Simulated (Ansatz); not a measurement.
Crystal: HPbNO4.

```
H Pb N O
1.0
     4.92453    0.00000    0.00000
     0.00000    5.59720    0.00000
     0.00000    0.00000    7.24347
H Pb N O
2 2 2 8
Direct
  0.00000 0.50000 0.19317
  0.50000 0.00000 0.80683
  0.50000 0.50000 0.95257
  0.00000 0.00000 0.04743
  0.00000 0.00000 0.63654
  0.50000 0.50000 0.36346
  0.00000 0.50000 0.05860
  0.50000 0.00000 0.94140
  0.00000 0.19569 0.72995
  0.00000 0.80431 0.72995
  0.00000 0.00000 0.46750
  0.50000 0.69569 0.27005
  0.50000 0.30431 0.27005
  0.50000 0.50000 0.53250
```

The cell was built by a generator and needn't be a form met in nature.

Program: Ansatz 0.2.0. Alike in all runs: task single point; potentials or basis Ansatz PAW; no spin polarisation; cell as given; k mesh 3 × 2 × 2; cutoff (eV) 420; smearing fermi-dirac 0.05 eV; the mesh is coarse, so values aren't converged.

Q: Order these runs on this cell by their band gap on the k mesh, lowest first.
A. level B3LYP
B. level HSE03
C. level PBE0

A: B (4.17 eV), A (4.80 eV), C (5.13 eV).

Caveats: all runs use coarse meshes; odd divisions of the mesh miss points on the zone boundary, where band edges often lie, so the gap on the mesh can be too wide; spin-orbit coupling is left out, which as a rule narrows the gap of such compounds by several tenths of an eV; forces of over 1 eV/Å show positions far from the minimum, so gaps and moduli don't describe the material at rest.

A k mesh can miss the band edges.

Runs at the PBE level aren't shown here.
